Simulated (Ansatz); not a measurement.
**SnH₂+ (doublet): wave-function methods side by side at angle H2–Sn1–H3 = 104.1°, def2-SVP**

How much of the correlation energy of SnH₂+ (doublet) does each wave-function method recover here?

Program: Ansatz 0.2.0, Gaussian basis. Level of theory: def2-SVP, core rule «outside noble gas», up to 9 orbitals frozen. These are calculated values, not measurements.

Plan: UHF; CCSD(T) on ROHF; CCSD(T) on UHF; BCCD(T) on ROHF; CISD; CCSDT(Q) on ROHF; CCSDT(Q) on UHF; CASSCF and MRCISD+Q, 3 electrons in 3 orbitals; CASSCF and NEVPT2, 3 electrons in 3 orbitals; CASSCF and MRCISD+Q, 5 electrons in 6 orbitals; CASSCF and NEVPT2, 5 electrons in 6 orbitals; Full CI.

15 further runs of the same task are left out: 9 that didn't finish, 6 set aside as unsound or not needed.

## (1) What is computed

The geometry derives from a PBE0/def2-TZVP stationary point (not a proven minimum). One angle is set to the value named; bond lengths are kept. No spin-orbit coupling is included. Elements past krypton take def2 core potentials.

3 atoms, charge 1, spin multiplicity 2.

Atoms are counted from 1 here; the program's logs count them from 0.

Bond lengths: Sn1–H2 1.655 Å, Sn1–H3 1.655 Å. Angles: H2–Sn1–H3 104.1°.

Coordinates:

| atom | x (Å) | y (Å) | z (Å) |
| --- | --- | --- | --- |
| Sn1 | -0.01700 | 0.00000 | 0.00000 |
| H2 | 1.00103 | 0.00000 | -1.30536 |
| H3 | 1.00103 | 0.00000 | 1.30536 |

## (2) UHF

Input file in.yaml:

```yaml
crystal:
  periodic: [false, false, false]
  atoms:
    - {symbol: Sn, position_ang: [-0.016999, 0.000000, 0.000000]}
    - {symbol: H, position_ang: [1.001028, 0.000000, -1.305362]}
    - {symbol: H, position_ang: [1.001028, 0.000000, 1.305362]}
basis:
  gaussian: {orbitals: def2-SVP}
total_charge: 1
magnetization: {spin_polarized: true, initial_magnetization: 1}
hamiltonian: {xc: hf}
output: {orbitals: {seedname: orbitals}}
```

Run with:

```
ansatz run in.yaml --threads 1 --pin off --events-out ev --progress --plain --max-ram 2393MiB
```

The runs that follow: CCSD(T) on ROHF; CCSD(T) on UHF; BCCD(T) on ROHF; CISD; CCSDT(Q) on ROHF; CCSDT(Q) on UHF; CASSCF and MRCISD+Q, 3 electrons in 3 orbitals; CASSCF and NEVPT2, 3 electrons in 3 orbitals; CASSCF and MRCISD+Q, 5 electrons in 6 orbitals; CASSCF and NEVPT2, 5 electrons in 6 orbitals; Full CI.

**Question.** What will the summary of the whole plan be? Wanted: FCI below the RHF energy; RMP2 from FCI; UMP2 from FCI; RCCSD from FCI; RCCSD(T) from FCI; UCCSD(T) from FCI; RCCSDT(Q) from FCI; UCCSDT(Q) from FCI; NEVPT2 pair from FCI.

As calculated:

| quantity | value |
| --- | --- |
| FCI below the RHF energy | -2.0712 eV |
| RMP2 from FCI | +557.5 meV |
| UMP2 from FCI | +542.0 meV |
| RCCSD from FCI | +45.2 meV |
| RCCSD(T) from FCI | +11.7 meV |
| UCCSD(T) from FCI | +2.4 meV |
| RCCSDT(Q) from FCI | -1.4 meV |
| UCCSDT(Q) from FCI | -10.6 meV |
| NEVPT2 pair from FCI | +494.6 meV |
| MRCISD+Q pair from FCI | -19.2 meV |
| NEVPT2 valence from FCI | +295.0 meV |
| levels within 1 kcal/mol (43 meV) | UCCSD, RCCSD(T), UCCSD(T), BCCD(T), RCCSDT, UCCSDT, RCCSDT(Q), UCCSDT(Q), MRCISD+Q pair, MRCISD valence, MRCISD+Q valence |
| T1 diagnostic | 0.022 |
| effectively unpaired electrons | 1.03 |

RCCSD(T) lands +11.7 meV from the yardstick (0.6 % of the correlation energy). UCCSDT, UCCSDT(Q), MRCISD+Q pair, MRCISD+Q valence fall below full CI: unrestricted runs freeze a spin-polarised core, another one than full CI's, and coupled cluster isn't variational. One determinant dominates. Of the multireference levels listed MRCISD+Q valence comes nearest in total energy (-12.3 meV), which doesn't show that its space is the better one. These misses are within one basis, not against nature; the frozen cores of restricted and unrestricted runs differ, which can shift their rows.
